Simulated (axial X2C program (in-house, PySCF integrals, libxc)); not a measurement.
**SnSe⁻: EOM-EA-CCSD levels**

Aim: EOM-EA-CCSD levels of SnSe⁻, with spin–orbit coupling in the Hamiltonian from the start.

Computed with an in-house X2C program for linear molecules on PySCF integrals. Level: two-component X2C with atomic mean-field terms, Sn dyall-acv3z, Se dyall-acv3z.

All values are calculated.

### Step 1. Input

Contents of task.json:

```json
{
 "zs": [
  50,
  34
 ],
 "q": -1,
 "bas": [
  "dyall-acv3z",
  "dyall-acv3z"
 ],
 "r0": 2.37,
 "eom": "ea",
 "thr": -1.0,
 "nmax": 92,
 "grid": [
  1,
  0.96,
  1.045,
  0.92,
  1.09,
  1.15
 ],
 "rq": 0
}
```

Keys: zs atomic numbers; q charge; bas basis sets; r0 starting distance in Å; eom kind of EOM run; thr threshold in hartree for freezing inner shells (an s shell follows its p shell); nmax most natural virtual spinors; grid distances as factors.

Command:

```sh
python soeom.py task.json out
```

After this run come: EOM-EA-CCSD at 2.329 Å.

**Question.** What will these runs give? Wanted: next root led by one particle; T1 of the reference.

**Answer**, as computed:

| quantity | value |
| --- | --- |
| lowest root at 2.329 Å | Ω = 1/2, 0.774 eV |
| next root led by one particle | Ω = 3/2, about 1480 cm⁻¹ higher |
| T1 of the reference | 0.028 |

What this shows: The added electron is bound by 0.77 eV in a spinor of 62% Sn pπ, 12% Sn dπ, 11% Se pπ. Errors of 0.1 to 0.3 eV are usual at this size, and roots led by higher excitations are left out, so the list is incomplete, and low states of that kind can be missing. T1 or the largest double amplitude of the reference is raised, which lowers the reliability.
